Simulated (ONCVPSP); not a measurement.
# Hf: generating and testing an ONCV potential

Do these settings give a usable potential? It is generated, then checked for transferability, scattering, ghosts and hardness.

The numbers are computed with ONCVPSP 4.0.1 (PBE, fully relativistic, spin-unpolarised reference atom).

### Step 1. Settings

Typed settings, in words:

* element: hafnium (Hf, Z = 72)
* type: optimised norm-conserving Vanderbilt (ONCV)
* frozen core: [Kr] 4d10
* valence charge: 26
* reference configuration: 4f14 5s2 5p6 5d2 6s2
* partial waves: 5s+6s: rc 2.10 bohr, ncon 4, nbas 8, qcut 4.5 1/bohr, 2 projectors; 5p: rc 2.05 bohr, ncon 3, nbas 7, qcut 8.4 1/bohr, 1 projector; 5d: rc 2.35 bohr, ncon 5, nbas 10, qcut 5.4 1/bohr, 2 projectors, debl 2.4 Ha; 4f: rc 0.80 bohr, ncon 4, nbas 9, qcut 25.7 1/bohr, 2 projectors, debl 2.6 Ha
* local potential: polynomial inside 0.55 bohr (lpopt 5, dvloc0 2 Ha)
* core correction: Teter function, fcfact 2.75, rcfact 1.25

The outer shells as boxes (Hund's rule for the drawing; the calculation is spin-unpolarised):

```
[Kr] core
4d [↑↓][↑↓][↑↓][↑↓][↑↓]
4f [↑↓][↑↓][↑↓][↑↓][↑↓][↑↓][↑↓]
5s [↑↓]
5p [↑↓][↑↓][↑↓]
5d [↑ ][↑ ][  ][  ][  ]
6s [↑↓]
```

An earlier all-electron run gives the scale for the radii.

All-electron outer shells of the reference configuration (PBE, scalar-relativistic, ld1.x):

| shell | level (eV) | outermost node (bohr) | outermost maximum (bohr) |
| --- | --- | --- | --- |
| 4d | -206.67 | 0.23 | 0.47 |
| 5s | -67.02 | 0.55 | 1.01 |
| 5p | -35.57 | 0.60 | 1.16 |
| 4f | -16.83 | – | 0.45 |
| 6s | -5.11 | 1.37 | 2.89 |
| 5d | -2.69 | 0.67 | 1.69 |
| 6p | -1.40 | 1.66 | 4.05 |

### Step 2. Generation

File Hf.dat:

```
# ATOM AND REFERENCE CONFIGURATION
# atsym  z   nc   nv     iexc    psfile
  Hf 72.00    9    5        4      upf
#
#   n    l    f
    1    0    2.00
    2    0    2.00
    2    1    6.00
    3    0    2.00
    3    1    6.00
    3    2   10.00
    4    0    2.00
    4    1    6.00
    4    2   10.00
    4    3   14.00
    5    0    2.00
    5    1    6.00
    5    2    2.00
    6    0    2.00
#
# PSEUDOPOTENTIAL AND OPTIMIZATION
# lmax
    3
#
#   l,   rc,      ep,       ncon, nbas, qcut
    0    2.10    0.00    4    8    4.50
    1    2.05    0.00    3    7    8.40
    2    2.35    0.00    5   10    5.40
    3    0.80    0.00    4    9   25.70
#
# LOCAL POTENTIAL
# lloc, lpopt,  rc(5),   dvloc0
    4    5    0.55    2.00
#
# VANDERBILT-KLEINMAN-BYLANDER PROJECTORs
# l, nproj, debl
    0    2    0.80
    1    1    3.60
    2    2    2.40
    3    2    2.60
#
# MODEL CORE CHARGE
# icmod, fcfact, rcfact
    3    2.75    1.25
#
# LOG DERIVATIVE ANALYSIS
# epsh1, epsh2, depsh
   -4.00    5.00    0.02
#
# OUTPUT GRID
# rlmax, drl
    6.00    0.01
#
# TEST CONFIGURATIONS
# ncnf
    4
# nvcnf
#   n    l    f
    5
    4    3   14.00
    5    0    2.00
    5    1    6.00
    5    2    2.00
    6    0    1.00
#
    5
    4    3   14.00
    5    0    2.00
    5    1    6.00
    5    2    2.00
    6    0    0.00
#
    5
    4    3   14.00
    5    0    2.00
    5    1    6.00
    5    2    1.00
    6    0    0.00
#
    5
    4    3   14.00
    5    0    2.00
    5    1    6.00
    5    2    1.00
    6    0    2.00
#
```

Started as:

```sh
$ oncvpspr.x < Hf.dat > Hf.out
```

Q: Predict the outcome of this session. Wanted: cutoffs for 1 and 0.1 mHa per electron, occupied waves; bound ghosts; GHOST(+) flags; largest test error; largest phase difference near zero energy, channels read; rms error of d²Exc/dn², without and with the model core.

**Answer**, as computed:

| quantity | value |
| --- | --- |
| cutoffs for 1 and 0.1 mHa per electron, occupied waves | 241 Ha and 268 Ha |
| bound ghosts | s at -838.73 eV, p3/2 at -545.14 eV, p1/2 at -482.09 eV |
| GHOST(+) flags | s at 49 eV, d5/2 at 89 eV, d3/2 at 184 eV |
| largest test error (AE − PS) | -5.7 meV, for 4f14 5s2 5p6 5d2 6s0 (1 test unsolved) |
| largest phase difference near zero energy, channels read | 0.064 rad |
| rms error of d²Exc/dn², without and with the model core | 6.42 and 4.79 mHa |

**Reading.** A bound ghost (s, p3/2, p1/2) makes it unfit for use: electrons can fall into a state that the atom doesn't have. The worst unpolarised test, 4f14 5s2 5p6 5d2 6s0, is off by 5.7 meV on 22.2 eV; by total energies transferability rates as good where solved. Atomic tests can pass in spite of a ghost, since they solve only for the levels asked. Of the tests 1 gave no usable energy difference, which is a warning in itself. It counts as very hard, with 241 Ha needed at the looser tolerance. At the looser tolerance the 4f wave is the slowest; 5p needs 18 Ha. Near zero energy the largest phase difference among the channels read is 0.06 rad, in the p1/2 channel. The program also flags highly localised states, GHOST(+) (s, d5/2, d3/2). These are tests on the free atom; a crystal test is still owed.
